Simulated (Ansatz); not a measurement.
# Na4ScTaSi3O12: the cost of one run

Computed with Ansatz 0.2.0 (DFT, PBE, plane-wave PAW, default files, scalar-relativistic, as far as a step names no other, unless a step's input says otherwise).

## Step 1: The system as given

It takes space group R3c (No. 161, trigonal). The conventional cell has a = 9.183 Å, b = 9.183 Å, c = 22.276 Å, α = 90.00°, β = 90.00°, γ = 120.00°. Around Na (site symmetry 1) lie 4 O at 2.38 to 2.53 Å. Na (site symmetry 3) is surrounded by 6 O at 2.45 to 2.64 Å. Sc (site symmetry 3) has 6 O at 2.03 to 2.16 Å as nearest neighbours. Ta (site symmetry 3) has 6 O at 1.97 to 2.05 Å as nearest neighbours. Around Si (site symmetry 1) lie 4 O at 1.60 to 1.69 Å. Around O (site symmetry 1) lie 1 Si at 1.60 Å and 1 Sc at 2.03 Å. O (site symmetry 1) has 1 Si at 1.69 Å and 1 Ta at 1.97 Å as nearest neighbours. Around O (site symmetry 1) lie 1 Si at 1.62 Å and 1 Sc at 2.16 Å. Only part of the 9 independent sites is listed.

Coordinates:

```
CELL_PARAMETERS angstrom
4.59150 2.65090 7.42536
-4.59150 2.65090 7.42536
0.00000 -5.30181 7.42536
ATOMIC_POSITIONS crystal
Na 0.88749 0.62345 0.22946
Na 0.62345 0.22946 0.88749
Na 0.22946 0.88749 0.62345
Na 0.38749 0.72946 0.12345
Na 0.72946 0.12345 0.38749
Na 0.12345 0.38749 0.72946
Na 0.49329 0.49329 0.49329
Na 0.99329 0.99329 0.99329
Sc 0.35136 0.35136 0.35136
Sc 0.85136 0.85136 0.85136
Ta 0.64626 0.64626 0.64626
Ta 0.14626 0.14626 0.14626
Si 0.54346 0.95670 0.25525
Si 0.95670 0.25525 0.54346
Si 0.25525 0.54346 0.95670
Si 0.04346 0.75525 0.45670
Si 0.75525 0.45670 0.04346
Si 0.45670 0.04346 0.75525
O 0.51986 0.12776 0.28432
O 0.12776 0.28432 0.51986
O 0.28432 0.51986 0.12776
O 0.01986 0.78432 0.62776
O 0.78432 0.62776 0.01986
O 0.62776 0.01986 0.78432
O 0.49658 0.85785 0.72424
O 0.85785 0.72424 0.49658
O 0.72424 0.49658 0.85785
O 0.99658 0.22424 0.35785
O 0.22424 0.35785 0.99658
O 0.35785 0.99658 0.22424
O 0.42230 0.22640 0.58995
O 0.22640 0.58995 0.42230
O 0.58995 0.42230 0.22640
O 0.92230 0.08995 0.72640
O 0.08995 0.72640 0.92230
O 0.72640 0.92230 0.08995
O 0.55229 0.77563 0.43610
O 0.77563 0.43610 0.55229
O 0.43610 0.55229 0.77563
O 0.05229 0.93610 0.27563
O 0.93610 0.27563 0.05229
O 0.27563 0.05229 0.93610
```

## Step 2: First run, atoms as given

Contents of input.yaml:

```yaml
crystal:
  lattice:
    - [4.5914993191, 2.6509033679, 7.4253575333]
    - [-4.5914993191, 2.6509033679, 7.4253575333]
    - [0.0, -5.3018067357, 7.4253575333]
  atoms:
    - { symbol: Na, position: [0.88748797, 0.62345209, 0.22945994] }
    - { symbol: Na, position: [0.62345209, 0.22945994, 0.88748797] }
    - { symbol: Na, position: [0.22945994, 0.88748797, 0.62345209] }
    - { symbol: Na, position: [0.38748797, 0.72945994, 0.12345209] }
    - { symbol: Na, position: [0.72945994, 0.12345209, 0.38748797] }
    - { symbol: Na, position: [0.12345209, 0.38748797, 0.72945994] }
    - { symbol: Na, position: [0.49328616, 0.49328616, 0.49328616] }
    - { symbol: Na, position: [0.99328616, 0.99328616, 0.99328616] }
    - { symbol: Sc, position: [0.3513567, 0.3513567, 0.3513567] }
    - { symbol: Sc, position: [0.8513567, 0.8513567, 0.8513567] }
    - { symbol: Ta, position: [0.64626436, 0.64626436, 0.64626436] }
    - { symbol: Ta, position: [0.14626436, 0.14626436, 0.14626436] }
    - { symbol: Si, position: [0.54346205, 0.95670188, 0.25525287] }
    - { symbol: Si, position: [0.95670188, 0.25525287, 0.54346205] }
    - { symbol: Si, position: [0.25525287, 0.54346205, 0.95670188] }
    - { symbol: Si, position: [0.04346205, 0.75525287, 0.45670188] }
    - { symbol: Si, position: [0.75525287, 0.45670188, 0.04346205] }
    - { symbol: Si, position: [0.45670188, 0.04346205, 0.75525287] }
    - { symbol: O, position: [0.51985795, 0.12776021, 0.28432296] }
    - { symbol: O, position: [0.12776021, 0.28432296, 0.51985795] }
    - { symbol: O, position: [0.28432296, 0.51985795, 0.12776021] }
    - { symbol: O, position: [0.01985795, 0.78432296, 0.62776021] }
    - { symbol: O, position: [0.78432296, 0.62776021, 0.01985795] }
    - { symbol: O, position: [0.62776021, 0.01985795, 0.78432296] }
    - { symbol: O, position: [0.4965839, 0.85784703, 0.72423703] }
    - { symbol: O, position: [0.85784703, 0.72423703, 0.4965839] }
    - { symbol: O, position: [0.72423703, 0.4965839, 0.85784703] }
    - { symbol: O, position: [0.9965839, 0.22423703, 0.35784703] }
    - { symbol: O, position: [0.22423703, 0.35784703, 0.9965839] }
    - { symbol: O, position: [0.35784703, 0.9965839, 0.22423703] }
    - { symbol: O, position: [0.42230123, 0.22640075, 0.58994708] }
    - { symbol: O, position: [0.22640075, 0.58994708, 0.42230123] }
    - { symbol: O, position: [0.58994708, 0.42230123, 0.22640075] }
    - { symbol: O, position: [0.92230123, 0.08994708, 0.72640075] }
    - { symbol: O, position: [0.08994708, 0.72640075, 0.92230123] }
    - { symbol: O, position: [0.72640075, 0.92230123, 0.08994708] }
    - { symbol: O, position: [0.55228862, 0.77563018, 0.43609905] }
    - { symbol: O, position: [0.77563018, 0.43609905, 0.55228862] }
    - { symbol: O, position: [0.43609905, 0.55228862, 0.77563018] }
    - { symbol: O, position: [0.05228862, 0.93609905, 0.27563018] }
    - { symbol: O, position: [0.93609905, 0.27563018, 0.05228862] }
    - { symbol: O, position: [0.27563018, 0.05228862, 0.93609905] }
kpoints:
  mp_grid: { grid: [3, 3, 3] }
scf:
  occupations: { method: fermi_dirac, width: 0.02 }
hamiltonian:
  xc: pbe
  pseudopotentials: { kind: paw }
output:
  forces: true
  stress: true
  populations: true
  efg:
    quadrupole_moments_barn: { Na: 0.104, Sc: -0.22, Ta: 3.17, O: -0.02558 }
    contact_densities: true
```

On the command line:

```console
> ansatz run input.yaml --threads 1 --pin off --max-ram 2560MiB --backend cpu --events-out ev --progress --plain --runs-dir out
```

What time and memory should one allow on 1 thread of Arm Neoverse V2, shared host?

About 1.8 min, with a peak of 1.3 GiB.
